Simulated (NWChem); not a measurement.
# A workflow on the pair MgNH2Cl···SiCl2

We compute a single-point energy (singlet MgSiNH2Cl3, SVWN5/STO-3G), then the energy (singlet MgNH2Cl, SVWN5/STO-3G), then the energy (singlet SiCl2, SVWN5/STO-3G), then the energy (singlet MgNH2Cl, SVWN5/STO-3G), then a single-point energy (singlet SiCl2, SVWN5/STO-3G) of Cl3H2MgNSi and its partners. 

Program for the calculation: NWChem 7.3.0.

### 1 The structure to begin with

MgSiNH2Cl3: 8 atoms, total charge 0, spin state singlet. The two molecules were placed rigidly side by side, at 1.3 times their contact distance; the pair isn't optimised.

Bond lengths: N1–Mg2 1.874 Å, Mg2–Cl3 2.184 Å, Cl6–Si7 2.077 Å, Si7–Cl8 2.077 Å, N1–H4 1.009 Å, N1–H5 1.009 Å. Angles: N1–Mg2–Cl3 180.0°, Cl6–Si7–Cl8 101.3°, Mg2–N1–H4 126.3°, Mg2–N1–H5 126.3°, H4–N1–H5 107.3°.

### 2 A single-point energy at SVWN5/STO-3G (run 1)

Contents of nw.nw:

```
start nw
memory stack 880 mb heap 220 mb global 1100 mb
charge 0

geometry units angstroms noautosym nocenter noautoz
   N     -0.627680     0.559320    -0.436320
   Mg     0.614520    -0.547080     0.426280
   Cl     2.062320    -1.836080     1.431580
   H     -0.797680     1.533820    -0.239820
   H     -1.251480     0.290020    -1.181720
   Cl     3.420150    -0.676670     5.619420
   Si     4.241990     0.970410     6.582130
   Cl     5.751260     0.078690     7.696740
end

basis spherical bse
   * library STO-3G
end

dft
   xc slater vwn_5
   grid fine
   convergence energy 1e-08
   maxiter 100
   mulliken
   noprint "final vectors analysis"
end

task dft energy
```

Launch:

```console
$ nwchem nw.nw > nw.out
```

Standard output:

```text
[...]
          Wavefunction type:  closed shell.
          No. of atoms     :     8
          No. of electrons :    86
[...]
          Charge           :     0
          Spin multiplicity:     1
[...]
          AO basis - number of functions:    52
[...]
              XC Information
              --------------
                        Slater Exchange Functional  1.000 local
                      VWN V Correlation Functional  1.000 local
[...]
 d= 0,ls=0.0,diis     1  -1897.2488697477 -2.31D+03  8.16D-02  8.76D-01     0.6
[...]
 d= 0,ls=0.5,diis    16  -1897.4620925482 -8.02D-09  3.15D-06  1.02D-08     4.2
[...]
         Total DFT energy =    -1897.462092553857
      One electron energy =    -3474.604899107302
           Coulomb energy =     1283.040467859935
    Exchange-Corr. energy =     -122.668968339114
 Nuclear repulsion energy =      416.771307032624
[...]
      Total Density - Mulliken Population Analysis
     ---------------------------------------------
    Atom       Charge   Shell Charges
 -----------   ------   -------------------------------------------------------
    1 N    7     7.64   1.99  1.51  4.13
    2 Mg  12    11.10   2.00  1.95  5.60  0.65  0.91
    3 Cl  17    17.53   2.00  2.00  5.99  1.99  5.55
    4 H    1     0.86   0.86
    5 H    1     0.86   0.86
    6 Cl  17    17.28   2.00  2.00  5.99  1.99  5.30
    7 Si  14    13.43   2.00  2.00  5.85  1.90  1.68
    8 Cl  17    17.29   2.00  2.00  5.99  1.99  5.31
[...]
```

Wall time 5.1 s (1 thread of Intel Xeon Platinum 8488C (Sapphire Rapids), shared host); peak memory 0.12 GiB.

### 3 MgNH2Cl: a single-point energy at SVWN5/STO-3G (run 2)

Contents of clh2mgn.nw:

```
start clh2mgn
title "ClH2MgN"
memory 2200 mb

geometry units angstrom noautosym nocenter noautoz
 N     -0.627680     0.559320    -0.436320
 Mg     0.614520    -0.547080     0.426280
 Cl     2.062320    -1.836080     1.431580
 H     -0.797680     1.533820    -0.239820
 H     -1.251480     0.290020    -1.181720
end

basis spherical bse
 N library STO-3G
 Mg library STO-3G
 Cl library STO-3G
 H library STO-3G
end

dft
 xc slater vwn_5
 grid fine
 convergence energy 1e-08
 maxiter 100
 mulliken
 noprint "final vectors analysis"
end

task dft energy
```

Launch:

```console
$ nwchem clh2mgn.nw > clh2mgn.out
```

Standard output:

```text
[...]
          Wavefunction type:  closed shell.
          No. of atoms     :     5
          No. of electrons :    38
[...]
          Charge           :     0
          Spin multiplicity:     1
[...]
          AO basis - number of functions:    25
[...]
              XC Information
              --------------
                        Slater Exchange Functional  1.000 local
                      VWN V Correlation Functional  1.000 local
[...]
 d= 0,ls=0.0,diis     1   -705.0284913455 -8.10D+02  7.52D-02  4.71D-01     0.2
[...]
 d= 0,ls=0.0,diis     8   -705.1110461407  1.65D-09  5.64D-06  1.71D-08     0.8
         Total DFT energy =     -705.111046140691
      One electron energy =    -1193.596598872294
           Coulomb energy =      432.997021744874
    Exchange-Corr. energy =      -49.550589968131
 Nuclear repulsion energy =      105.039120954860
[...]
      Total Density - Mulliken Population Analysis
     ---------------------------------------------
    Atom       Charge   Shell Charges
 -----------   ------   -------------------------------------------------------
    1 N    7     7.64   1.99  1.51  4.13
    2 Mg  12    11.10   2.00  1.95  5.60  0.64  0.91
    3 Cl  17    17.53   2.00  2.00  5.99  1.99  5.55
    4 H    1     0.86   0.86
    5 H    1     0.86   0.86
[...]
```

It took 1.3 s on 1 thread of Intel Xeon Platinum 8488C (Sapphire Rapids), shared host; peak memory 0.11 GiB.

### 4 SiCl2: a single-point energy at SVWN5/STO-3G (run 3)

Contents of cl2si.nw:

```
start cl2si
title "Cl2Si energy"
memory total 2200 mb

geometry units angstrom noautosym nocenter noautoz
  Cl       3.420150      -0.676670       5.619420
  Si       4.241990       0.970410       6.582130
  Cl       5.751260       0.078690       7.696740
end

basis spherical bse
  * library STO-3G
end

dft
  xc slater vwn_5
  grid fine
  convergence energy 1e-08
  iterations 100
  mulliken
  print low
end

task dft
```

Launch:

```console
$ nwchem cl2si.nw > cl2si.out
```

Standard output:

```text
[...]
 d= 0,ls=0.0,diis     1  -1192.2249315109 -1.36D+03  1.17D-01  3.96D-01     0.2
[...]
 d= 0,ls=0.0,diis     8  -1192.3522064737 -4.49D-09  3.83D-07  3.92D-11     0.7
         Total DFT energy =    -1192.352206473680
      One electron energy =    -1994.943116852885
           Coulomb energy =      706.848745294587
    Exchange-Corr. energy =      -73.120175322263
 Nuclear repulsion energy =      168.862340406881
[...]
      Total Density - Mulliken Population Analysis
     ---------------------------------------------
    Atom       Charge   Shell Charges
 -----------   ------   -------------------------------------------------------
    1 Cl  17    17.29   2.00  2.00  5.99  1.99  5.31
    2 Si  14    13.42   2.00  2.00  5.85  1.90  1.67
    3 Cl  17    17.29   2.00  2.00  5.99  1.99  5.31
[...]
```

Wall time 1.2 s (1 thread of Intel Xeon Platinum 8488C (Sapphire Rapids), shared host); peak memory 0.11 GiB.

### 5 MgNH2Cl among ghost functions: a single-point energy at SVWN5/STO-3G (with ghost functions) (run 4)

Contents of calc.nw:

```
echo
start calc
title "ClH2MgN SVWN5"
memory 2200 mb
charge 0

geometry units bohr noautosym nocenter noautoz
  N  -1.18614329  1.05696162 -0.82452530
  Mg  1.16127450 -1.03383137  0.80555245
  Cl  3.89721998 -3.46968834  2.70529413
  H  -1.50739674  2.89849972 -0.45319412
  H  -2.36495445  0.54805837 -2.23312716
  bqCl     6.463147    -1.278721    10.619165
  bqSi     8.016199     1.833809    12.438423
  bqCl    10.868306     0.148703    14.544731
end

basis "ao basis" spherical bse
  N library STO-3G
  Mg library STO-3G
  Cl library STO-3G
  H library STO-3G
  bqCl library Cl STO-3G
  bqSi library Si STO-3G
end

dft
  xc slater vwn_5
  grid fine
  convergence energy 1e-08
  maxiter 100
  mulliken
  noprint "final vectors analysis"
end

task dft energy
```

Launch:

```console
$ nwchem calc.nw > calc.out
```

Standard output:

```text
[...]
          Wavefunction type:  closed shell.
          No. of atoms     :     8
          No. of electrons :    38
[...]
          Charge           :     0
          Spin multiplicity:     1
[...]
          AO basis - number of functions:    52
[...]
              XC Information
              --------------
                        Slater Exchange Functional  1.000 local
                      VWN V Correlation Functional  1.000 local
[...]
 d= 0,ls=0.0,diis     1   -705.0284944457 -8.10D+02  3.61D-02  4.71D-01     0.4
[...]
 d= 0,ls=0.0,diis     8   -705.1110484845  1.66D-09  2.72D-06  1.71D-08     1.7
         Total DFT energy =     -705.111048484513
      One electron energy =    -1193.596539390490
           Coulomb energy =      432.996964468107
    Exchange-Corr. energy =      -49.550586978026
 Nuclear repulsion energy =      105.039113415896
[...]
      Total Density - Mulliken Population Analysis
     ---------------------------------------------
    Atom       Charge   Shell Charges
 -----------   ------   -------------------------------------------------------
    1 N    7     7.64   1.99  1.51  4.13
    2 Mg  12    11.10   2.00  1.95  5.60  0.64  0.91
    3 Cl  17    17.53   2.00  2.00  5.99  1.99  5.55
    4 H    1     0.86   0.86
    5 H    1     0.86   0.86
    6 X    0     0.00   0.00  0.00 -0.00  0.00  0.00
    7 X    0     0.00   0.00  0.00 -0.00  0.00  0.00
    8 X    0    -0.00  -0.00 -0.00 -0.00 -0.00 -0.00
[...]
```

Wall time 2.2 s (1 thread of Intel Xeon Platinum 8488C (Sapphire Rapids), shared host); peak memory 0.12 GiB.

### 6 SiCl2 among ghost functions: a single-point energy at SVWN5/STO-3G (with ghost functions) (run 5)

Contents of cl2si.nw:

```
start cl2si
memory 2200 mb

geometry units angstrom noautosym nocenter noautoz
  Cl     3.420150    -0.676670     5.619420
  Si     4.241990     0.970410     6.582130
  Cl     5.751260     0.078690     7.696740
  bqN     -0.627680     0.559320    -0.436320
  bqMg     0.614520    -0.547080     0.426280
  bqCl     2.062320    -1.836080     1.431580
  bqH     -0.797680     1.533820    -0.239820
  bqH     -1.251480     0.290020    -1.181720
end

basis spherical bse
  Cl library STO-3G
  Si library STO-3G
  bqN library N STO-3G
  bqMg library Mg STO-3G
  bqCl library Cl STO-3G
  bqH library H STO-3G
end

dft
  xc slater vwn_5
  mult 1
  grid fine
  convergence energy 1e-08
  iterations 100
  mulliken
  print low
end

task dft energy
```

Launch:

```console
$ nwchem cl2si.nw > cl2si.out
```

Standard output:

```text
[...]
 d= 0,ls=0.0,diis     1  -1192.2249335624 -1.36D+03  6.09D-02  3.96D-01     0.4
[...]
 d= 0,ls=0.0,diis     8  -1192.3522086521 -4.39D-09  2.00D-07  3.94D-11     1.7
         Total DFT energy =    -1192.352208652066
      One electron energy =    -1994.943079121495
           Coulomb energy =      706.848703748793
    Exchange-Corr. energy =      -73.120173686246
 Nuclear repulsion energy =      168.862340406881
[...]
      Total Density - Mulliken Population Analysis
     ---------------------------------------------
    Atom       Charge   Shell Charges
 -----------   ------   -------------------------------------------------------
    1 Cl  17    17.29   2.00  2.00  5.99  1.99  5.31
    2 Si  14    13.42   2.00  2.00  5.85  1.90  1.67
    3 Cl  17    17.29   2.00  2.00  5.99  1.99  5.31
    4 X    0     0.00   0.00  0.00 -0.00
    5 X    0     0.00   0.00  0.00 -0.00  0.00  0.00
    6 X    0     0.00   0.00  0.00 -0.00  0.00  0.00
    7 X    0     0.00   0.00
    8 X    0    -0.00  -0.00
[...]
```

Wall time 2.2 s (1 thread of Intel Xeon Platinum 8488C (Sapphire Rapids), shared host); peak memory 0.12 GiB.

### 7 Results

| quantity | value |
| --- | --- |
| run 1, SVWN5/STO-3G: total energy | -1897.46209 Eh |
| run 1, SVWN5/STO-3G: dipole moment | 5.26 D |
| MgNH2Cl: total energy | -705.11105 Eh |
| MgNH2Cl: dipole moment | 3.38 D |
| SiCl2: total energy | -1192.35221 Eh |
| MgNH2Cl among ghost functions: total energy | -705.11105 Eh |
| MgNH2Cl among ghost functions: dipole moment | 3.38 D |
| SiCl2 among ghost functions: total energy | -1192.35221 Eh |
| interaction energy of the rigid parts MgNH2Cl and SiCl2 (parts in their own basis; closest atoms 4.55 Å apart) | 0.032 eV |
| interaction energy of the rigid parts MgNH2Cl and SiCl2 (parts in the whole basis, counterpoise; closest atoms 4.55 Å apart) | 0.032 eV |

The interaction energy of the rigid parts MgNH2Cl and SiCl2 (parts in their own basis; closest atoms 4.55 Å apart) is 0.03 eV (0.7 kcal/mol): the parts repel at this shape. Without counterpoise this holds the superposition error of the basis. The interaction energy of the rigid parts MgNH2Cl and SiCl2 (parts in the whole basis, counterpoise; closest atoms 4.55 Å apart) is 0.03 eV (0.7 kcal/mol): the parts repel at this shape. The basis-set superposition error is 0.0 kJ/mol. Mulliken charges (run 1, SVWN5/STO-3G) run from -0.64 on N1 to +0.90 on Mg2; they depend strongly on the basis. Mulliken charges (SiCl2) run from -0.29 on Cl1 to +0.58 on Si2.
